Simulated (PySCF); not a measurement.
# One shape, several levels: SiH3I (SMILES [SiH3]I)

We compute a comparison of 6 runs (B2PLYP/STO-3G, B3LYP/STO-3G, r2SCAN/STO-3G, CCSDT(Q)/STO-3G, CCSDTQ/STO-3G, NEVPT2(2,2)/STO-3G) of SiH3I. Input form: a Python script.

The calculation is run with PySCF 2.14.0.

5 further runs of the same task are left out: 5 set aside as unsound or not needed.

## (1) The system as given

SiH3I: 5 atoms, total charge 0, spin state singlet. As SMILES, `[SiH3]I`. The Si1–H4 distance was set to 1.777 Å, away from the relaxed value.

Bond lengths: Si1–I2 2.439 Å, Si1–H3 1.481 Å, Si1–H5 1.481 Å. Angles: I2–Si1–H3 108.5°, I2–Si1–H5 108.4°, H3–Si1–H5 110.5°. A long bond or contact: Si1–H4 1.777 Å.

## (2) The energy at B2PLYP/STO-3G (run 1)

job.py

```python
from pyscf import gto, dft, mp

mol = gto.M(
    atom='''
Si    -0.064475     0.234276     0.146887
I      2.008825    -0.758324     0.961987
H     -1.043275     0.253976     1.258087
H     -0.671300    -0.755700    -1.198400
H      0.224625     1.611976    -0.313113
''',
    spin=0,
    basis='sto-3g',
    max_memory=1860,
    verbose=3,
)

mf = dft.RKS(mol, xc='0.53*HF + 0.47*B88, 0.73*LYP')
mf.conv_tol = 1e-10
mf.grids.level = 5
mf.kernel()
if not mf.converged:
    mf = mf.newton().run(mf.mo_coeff, mf.mo_occ)

pt = mp.MP2(mf, frozen=23).run()
etot = mf.e_tot + 0.27 * pt.e_corr
print('PT2 part  %.8f' % (0.27 * pt.e_corr))
print('Final energy', etot)
```

Launch:

```console
$ OMP_NUM_THREADS=1 python job.py
```

The program printed:

```text
converged SCF energy = -7140.09498277305
E(RMP2) = -7140.1635539505  E_corr = -0.0685711774457639
E(SCS-RMP2) = -7140.17463011388  E_corr = -0.0796473408239156
PT2 part  -0.01851422
Final energy -7140.1134969909635
```

Run time: 4.8 s. Hardware: 1 thread of Arm Neoverse V2, shared host; peak memory 0.28 GiB.

## (3) A single-point energy at B3LYP/STO-3G (run 2)

run.py

```python
from pyscf import gto, dft

system = gto.Mole()
system.atom = '''
Si  -0.064475   0.234276   0.146887
I    2.008825  -0.758324   0.961987
H   -1.043275   0.253976   1.258087
H   -0.671300  -0.755700  -1.198400
H    0.224625   1.611976  -0.313113
'''
system.verbose = 3
system.spin = 0
system.charge = 0
system.basis = 'sto-3g'
system.max_memory = 1860
system.build()

mf = dft.RKS(system, xc='b3lyp')
mf.conv_tol = 1e-10
mf.grids.level = 5
mf.kernel()
if not mf.converged:
    mf = mf.newton().run(mf.mo_coeff, mf.mo_occ)

energy = mf.e_tot
print(f'total energy: {energy:.8f} hartree')
```

Launch:

```console
$ OMP_NUM_THREADS=1 python run.py
```

The program printed:

```text
converged SCF energy = -7140.7792886077
total energy: -7140.77928861 hartree
```

It took 4.8 s on 1 thread of Arm Neoverse V2, shared host; peak memory 0.28 GiB.

Runs 3 to 4 aren't shown in full; the table further down has their settings and results.

## (4) A single-point energy at CCSDTQ/STO-3G (run 5)

run.py

```python
from pyscf import gto, cc

mol = gto.M(
    atom='''
Si    -0.064475     0.234276     0.146887
I      2.008825    -0.758324     0.961987
H     -1.043275     0.253976     1.258087
H     -0.671300    -0.755700    -1.198400
H      0.224625     1.611976    -0.313113
''',
    max_memory=1860,
    verbose=3,
    spin=0,
    basis='sto-3g',
)

mf = mol.RHF()
mf.conv_tol = 1e-10
mf.kernel()
if not mf.converged:
    mf = mf.newton().run(mf.mo_coeff, mf.mo_occ)

mycc = cc.CCSDTQ(mf, frozen=23)
mycc.kernel()
e_tot = mycc.e_tot
print('Final energy', e_tot)
```

Launch:

```console
$ OMP_NUM_THREADS=1 python run.py
```

The program printed:

```text
converged SCF energy = -7138.03217065833
_make_eris_incore_RCCSDTQ
RCCSDTQ converged
E(RCCSDTQ) = -7138.11160831995   E_corr = -0.0794376616195322
E_corr(same-spin) = -0.00188348624229837
E_corr(oppo-spin) = -0.0775541753772338
Final energy -7138.11160831995
```

Wall time 29 s (1 thread of Arm Neoverse V2, shared host); peak memory 0.2 GiB.

## (5) A single-point energy at NEVPT2(2,2)/STO-3G (run 6)

input.py

```python
import numpy
from pyscf import gto, scf, mp, mcscf, mrpt

mol = gto.Mole()
mol.atom = [
    ('Si', (-0.064475, 0.234276, 0.146887)),
    ('I', (2.008825, -0.758324, 0.961987)),
    ('H', (-1.043275, 0.253976, 1.258087)),
    ('H', (-0.671300, -0.755700, -1.198400)),
    ('H', (0.224625, 1.611976, -0.313113)),
]
mol.max_memory = 1860
mol.verbose = 3
mol.basis = 'sto-3g'
mol.build()

mf = scf.RHF(mol)
mf.conv_tol = 1e-10
mf.kernel()
if not mf.converged:
    mf = mf.newton().run(mf.mo_coeff, mf.mo_occ)

pt = mp.MP2(scf.addons.convert_to_uhf(mf)).run()
noons, natorbs = mcscf.addons.make_natural_orbitals(pt)
print('natural occupations', numpy.round(noons[:40], 4))
cas = mcscf.CASSCF(mf, 2, 2)
cas.fix_spin_(ss=0.0)
cas.natorb = True
cas.kernel(natorbs)
e_pt2 = mrpt.NEVPT(cas).kernel()
etot = cas.e_tot + e_pt2
print('E(%s) = %.9f' % ('NEVPT2', etot))
```

Launch:

```console
$ OMP_NUM_THREADS=1 python input.py
```

The program printed:

```text
converged SCF energy = -7138.03217065833
E(UMP2) = -7138.08830752249  E_corr = -0.05613686415735
E(SCS-UMP2) = -7138.09661285637  E_corr = -0.0644421980410229
natural occupations [2.     2.     2.     2.     2.     2.     2.     2.     2.     2.
 2.     2.     2.     2.     2.     2.     2.     2.     2.     2.
 2.     2.     2.     2.     1.9999 1.9998 1.9998 1.9998 1.9994 1.9991
 1.9989 1.9907 1.9877 1.986  1.9758 0.0254 0.0143 0.0117 0.0116]
CASSCF energy = -7138.05967368278
CASCI E = -7138.05967368278  E(CI) = -1.38762960080294  S^2 = 0.0000000
Sr    (-1)',   E = -0.00000000000000
Si    (+1)',   E = -0.00000000000595
Sijrs (0)  ,   E = -0.03055710501037
Sijr  (+1) ,   E = -0.00386019017308
Srsi  (-1) ,   E = -0.00185931943836
Srs   (-2) ,   E = -0.00018219798057
Sij   (+2) ,   E = -0.00038503974801
Sir   (0)' ,   E = -0.00192726669332
Nevpt2 Energy = -0.038771119049651
E(NEVPT2) = -7138.098444802
```

Wall time 1.1 s (1 thread of Arm Neoverse V2, shared host); peak memory 0.13 GiB.

## (6) The series

```csv
run,level,frozen core orbitals,integration grid,energy (Eh),dipole moment (D) of the reference,HOMO energy (eV),LUMO energy (eV),wall time
1,B2PLYP/STO-3G,23,5,-7140.113497,2.37,-5.81,4.96,4.8 s
2,B3LYP/STO-3G,–,5,-7140.779289,2.21,-4.68,3.08,4.8 s
3,r2SCAN/STO-3G,–,5,-7140.933674,2.25,-4.05,2.57,6.9 s
4,CCSDT(Q)/STO-3G,23,–,-7138.111600,2.56,-7.38,7.74,4.5 s
5,CCSDTQ/STO-3G,23,–,-7138.111608,2.56,-7.38,7.74,29 s
6,"NEVPT2(2,2)/STO-3G",–,–,-7138.098445,2.56,-7.38,7.74,1.1 s
```

## (7) Summary of results

```
                                    quantity           value
                         run 6: total energy  -7138.09844 Eh
 run 6: dipole moment (Hartree–Fock density)          2.56 D
  run 6: HOMO energy (Hartree–Fock orbitals)        -7.38 eV
  run 6: LUMO energy (Hartree–Fock orbitals)         7.74 eV
run 6: HOMO–LUMO gap (Hartree–Fock orbitals)        15.12 eV
```

Over runs 1, 2, 3 the dipole moment (its size) runs from 2.21 D (B3LYP/STO-3G) to 2.37 D (B2PLYP/STO-3G). A double hybrid's value is that of its SCF part. Over runs 1, 2, 3 the HOMO–LUMO gap runs from 6.62 eV (r2SCAN/STO-3G) to 10.77 eV (B2PLYP/STO-3G). Totals of different functionals can't be ranked against each other. In runs 1, 2, 3, 4, 5, 6 the basis is minimal, so the values are rough. In runs 1, 2, 3, 4, 5, 6 relativity is left out where basis or elements ask for it. All runs together took 51 s, the longest 29 s.
